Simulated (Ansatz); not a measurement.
# Rh (fcc type): the cost of one run

Program: Ansatz 0.2.0. Level of theory: DFT PBEsol, with the methods named in each step. These are calculated values, not measurements.

## Step 1: The system as given

It takes space group Fm-3m (No. 225, cubic). The conventional cell has a = 3.780 Å, b = 3.780 Å, c = 3.780 Å, α = 90.00°, β = 90.00°, γ = 90.00°. Rh (site symmetry m-3m) is surrounded by 12 Rh at 2.67 Å.

Coordinates:

```cif
data_structure
_symmetry_space_group_name_H-M 'Fm-3m'
_symmetry_Int_Tables_number 225
_cell_length_a 3.7801
_cell_length_b 3.7801
_cell_length_c 3.7801
_cell_angle_alpha 90.000
_cell_angle_beta 90.000
_cell_angle_gamma 90.000
_cell_volume 54.02
loop_
_atom_site_label
_atom_site_type_symbol
_atom_site_symmetry_multiplicity
_atom_site_Wyckoff_symbol
_atom_site_fract_x
_atom_site_fract_y
_atom_site_fract_z
_atom_site_occupancy
Rh1 Rh 4 a 0.00000 0.00000 0.00000 1
```

The file gives the conventional cell by its symmetry; the runs use the cell typed in the input.

Atoms are numbered in the order of the input: Rh1, Rh2, Rh3.

## Step 2: Bulk in the slab's orientation, LAPW

Contents of input.yaml:

```yaml
crystal:
  lattice:
    - [0.0, 1.8900722154, -1.8900722154]
    - [-1.8900722154, 0.0, 1.8900722154]
    - [3.7801444309, 3.7801444309, 3.7801444309]
  atoms:
    - { symbol: Rh, position: [0.0, 0.0, 0.0] }
    - { symbol: Rh, position: [0.333333333, 0.666666667, 0.333333333] }
    - { symbol: Rh, position: [0.666666667, 0.333333333, 0.666666667] }
kpoints:
  mp_grid: { grid: [17, 17, 6] }
scf:
  occupations: { method: fermi_dirac, width: 0.05 }
hamiltonian:
  xc: pbesol
  pseudopotentials: { kind: all_electron, lapw: { basis_error: 0.001 } }
output:
  forces: true
  stress: true
  eigenvalues: true
```

The run is started by

```console
$ ansatz run input.yaml --threads 2 --pin off --max-ram 4096MiB --backend cpu --events-out ev --progress --plain --runs-dir out
```

What time and memory should one allow on 2 threads of AMD EPYC 9R45 (Zen 5), shared host?

About 22 s, with a peak of 1 GiB.
